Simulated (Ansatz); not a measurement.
Task: an active-space calculation of BH5Se, SMILES [BH3-][SeH2+], with the Ansatz DFT code, driven from Python. Give the script and its output. Settings: SC-NEVPT2, def2-SVP basis, multiplicity 1.

```yaml
atoms:
  - { symbol: B, position_ang: [-0.5114, -0.3552, -0.4278] }
  - { symbol: Se, position_ang: [1.0436, 0.8423, -0.0261] }
  - { symbol: H, position_ang: [-0.9321, -0.8911, 0.5288] }
  - { symbol: H, position_ang: [-0.2003, -1.0858, -1.2911] }
  - { symbol: H, position_ang: [-1.4522, 0.3702, -0.8391] }
  - { symbol: H, position_ang: [0.3802, 1.3612, 1.2641] }
  - { symbol: H, position_ang: [1.7335, -0.3095, 0.7454] }
```

The script, `bh5se_cas.py`:
```python
"""Static correlation in BH5Se: natural occupations of an active space."""

import ansatz as az
from ase import Atoms

atoms = Atoms(["B", "Se", "H", "H", "H", "H", "H"], positions=[
    (-0.5114, -0.3552, -0.4278),
    (1.0436, 0.8423, -0.0261),
    (-0.9321, -0.8911, 0.5288),
    (-0.2003, -1.0858, -1.2911),
    (-1.4522, 0.3702, -0.8391),
    (0.3802, 1.3612, 1.2641),
    (1.7335, -0.3095, 0.7454),
])
bh5se = az.Crystal.molecule_from_ase(atoms)

model = bh5se.calculation().basis(gaussian="def2-SVP").correlation(active_electrons=4, active_orbitals=5)
for method in ["sc_nevpt2"]:
    rep = (model if method is None else model.correlation(method)).run(threads=1).report
    space = rep["configurations"]
    state = space["states"][0]
    print(method or "casscf", f"total {rep['free_energy_ev'] / 27.211386246:.6f} Ha, active-space state {state['energy']['hartree']:.6f} Ha, mean field {rep['reference_energy_ev'] / 27.211386246:.6f} Ha")
    print("  determinants", state["n_determinants"], " natural occupations", [round(n, 3) for n in space["natural_occupations"]])
print("effectively unpaired electrons, sum of min(n, 2 - n):", round(sum(min(n, 2 - n) for n in space["natural_occupations"]), 3))
```

```console
$ python bh5se_cas.py
sc_nevpt2 total -2427.425319 Ha, active-space state -2427.097398 Ha, mean field -2427.053090 Ha
  determinants 100  natural occupations [1.962, 1.958, 0.041, 0.032, 0.006]
effectively unpaired electrons, sum of min(n, 2 - n): 0.158
```

What to keep in mind:
- Total energies depend on the basis set; only differences at equal settings carry meaning.
- The geometry is a force-field or estimated start, not a minimum of this method, and the basis set is short of its limit. The active space starts as a window about the frontier orbitals and is then optimised, not chosen by chemistry.
- Finished in 8 s on 1 thread of Arm Neoverse N1 (shared host), peak memory 0.22 GiB.
